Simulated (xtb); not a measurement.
# CH7NSSi (SMILES CN[SiH2]S) at GFN1-xTB

Wanted: an optimisation with harmonic vibrations of CH7NSSi. 

The results are computed with xtb 6.7.1.

7 further runs of the same task are left out: 1 that didn't finish, 6 set aside as unsound or not needed.

## Step 1: The molecule

CH7NSSi has 11 atoms, charge 0, and is taken as a singlet. As SMILES, `CN[SiH2]S`. At this shape a bond of the SMILES string is far longer than usual. The run starts from this shape.

Bond lengths: C1–N2 1.441 Å, N2–Si3 1.703 Å, Si3–S4 2.150 Å, C1–H5 1.095 Å, C1–H6 1.091 Å, C1–H7 1.087 Å, N2–H8 1.009 Å, Si3–H9 1.460 Å, S4–H11 1.321 Å. Some angles: C1–N2–Si3 123.6°, N2–Si3–S4 102.8°, C1–N2–H8 112.7°, Si3–N2–H8 119.3°, N2–C1–H5 112.4°, N2–C1–H6 110.2°, N2–C1–H7 108.9°, N2–Si3–H9 109.4°, S4–Si3–H9 109.3°, Si3–S4–H11 95.4°. A long bond or contact: Si3–H10 2.199 Å.

## Step 2: An optimisation with harmonic vibrations at GFN1-xTB

Contents of xcontrol:

```
$chrg 0
$spin 0
$end
```

Contents of start.xyz:

```xyz
11

C     -0.11753900     1.88712500    -0.76022600
N     -0.26725700     0.51017600    -1.15636400
Si    -0.72146900    -0.73413900    -0.08597900
S     -0.66028200    -2.48330000    -1.33548500
H      0.89779700     2.11448400    -0.41997200
H     -0.35882700     2.54824400    -1.59394000
H     -0.80360900     2.09426700     0.05699900
H      0.26760400     0.28116400    -1.98119700
H     -2.09256000    -0.50971000     0.36407000
H      0.60027300    -1.12951800     1.62666600
H     -1.08477200    -3.31782200    -0.40306100
```

On the command line:

```
xtb start.xyz --ohess tight -I xcontrol --gfn 1 --parallel 1 > xtb.out 2> xtb.err
```

Q: Predict the results. Wanted: total energy at the end; dipole moment; HOMO energy; LUMO energy; HOMO–LUMO gap; dispersion energy; lowest harmonic wavenumber; highest harmonic wavenumber; zero-point energy.

Answer, from the run:

At GFN1-xTB:

| quantity | value |
| --- | --- |
| total energy at the end | -14.72400 Eh |
| dipole moment | 0.37 D |
| HOMO energy | -10.57 eV |
| LUMO energy | -4.75 eV |
| HOMO–LUMO gap | 5.82 eV |
| dispersion energy | -9.94 kJ/mol |
| lowest harmonic wavenumber | 34 cm⁻¹ |
| highest harmonic wavenumber | 3442 cm⁻¹ |
| zero-point energy | 206.8 kJ/mol |

At the final geometry: Bond lengths: C1–N2 1.470 Å, N2–Si3 1.722 Å, Si3–S4 2.082 Å, C1–H5 1.094 Å, C1–H6 1.094 Å, C1–H7 1.092 Å, N2–H8 1.012 Å, Si3–H9 1.453 Å, Si3–H10 1.455 Å, S4–H11 1.319 Å. Some angles: C1–N2–Si3 127.9°, N2–Si3–S4 102.4°, C1–N2–H8 108.9°, Si3–N2–H8 123.2°, N2–C1–H5 110.4°, N2–C1–H6 110.2°, N2–C1–H7 109.9°, N2–Si3–H9 108.9°, N2–Si3–H10 110.7°, S4–Si3–H9 114.2°. All 27 modes are real, so the shape is a minimum at this level. Mulliken charges run from -0.41 on N2 to +0.29 on Si3.
